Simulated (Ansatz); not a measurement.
Task: energies of removing a hydrogen of CH₆BN, SMILES CBN, with the Python package of Ansatz (0.2.0). Give the script and its output. Settings (for the species named): PBE, cc-pVDZ basis, multiplicity 1.

The script reads `ch6bn.xyz`:
```text
9

C    -0.64890    0.73880   -0.61930
B     0.48780   -0.17450   -0.19290
N     0.23990   -1.20850    0.88480
H    -1.47270    0.18350   -1.00380
H    -0.35070    1.45350   -1.45750
H    -1.02800    1.40440    0.23700
H     1.56890   -0.08300   -0.72400
H     1.21970   -1.68840    1.03550
H     0.07250   -0.67210    1.82300
```

Script `ch6bn_bde.py`:
```python
"""X-H bond energies of CH6BN without relaxation."""

from dataclasses import dataclass
import logging
import sys

import ansatz

logging.basicConfig(stream=sys.stdout, format="%(name)s: %(message)s")
log = logging.getLogger("ch6bn")
log.setLevel(logging.INFO)


@dataclass
class Options:
    basis: str = "cc-pVDZ"
    functional: str = "PBE"


opts = Options()


def energy(molecule, charge=0, unpaired=0):
    calc = (
        molecule.calculation()
        .basis(gaussian=opts.basis)
        .functional(opts.functional)
    )
    if charge:
        calc = calc.charge(charge)
    if unpaired:
        calc = calc.spin("collinear", total=unpaired)
    report = calc.run().report
    if report["published_state_doubts"]:
        print("  doubts:", report["published_state_doubts"])
    return report["free_energy_ev"]

def without(molecule, index):
    rest = ansatz.Crystal.molecule()
    for i, site in enumerate(molecule.cartesian_sites):
        if i != index:
            rest = rest.atom(site.symbol, site.position_ang)
    return rest


def main() -> None:
    system = ansatz.Crystal.molecule_from_extxyz("ch6bn.xyz")

    whole = energy(system, 0)
    hydrogen = energy(ansatz.Crystal.molecule().atom("H", (0, 0, 0)), 0, 1)
    log.info(f"E(molecule) = {whole:.5f} eV, E(H) = {hydrogen:.5f} eV")
    for index in [5, 6, 8]:
        radical = energy(without(system, index), 0, 1)
        log.info(f"H{index}: homolysis {23.060548 * (radical + hydrogen - whole):.1f} kcal/mol")


if __name__ == "__main__":
    main()
```

Output of `python ch6bn_bde.py`:
```text
ch6bn: E(molecule) = -3296.77986 eV, E(H) = -13.56836 eV
ch6bn: H5: homolysis 105.9 kcal/mol
ch6bn: H6: homolysis 101.9 kcal/mol
ch6bn: H8: homolysis 116.6 kcal/mol
```

Notes:
- These settings explore the input space; basis and method may be short of convergence.
- The geometry is a force-field or estimated start, not a minimum of this method, and the basis set is short of its limit. All parts are taken at fixed geometry, without zero-point energy.
- This functional overbinds, so such energies come out a few per cent too high (LDA far more).
- Timing: 7.1 s on 1 thread of Arm Neoverse V2, on a shared host, peak memory 0.19 GiB.
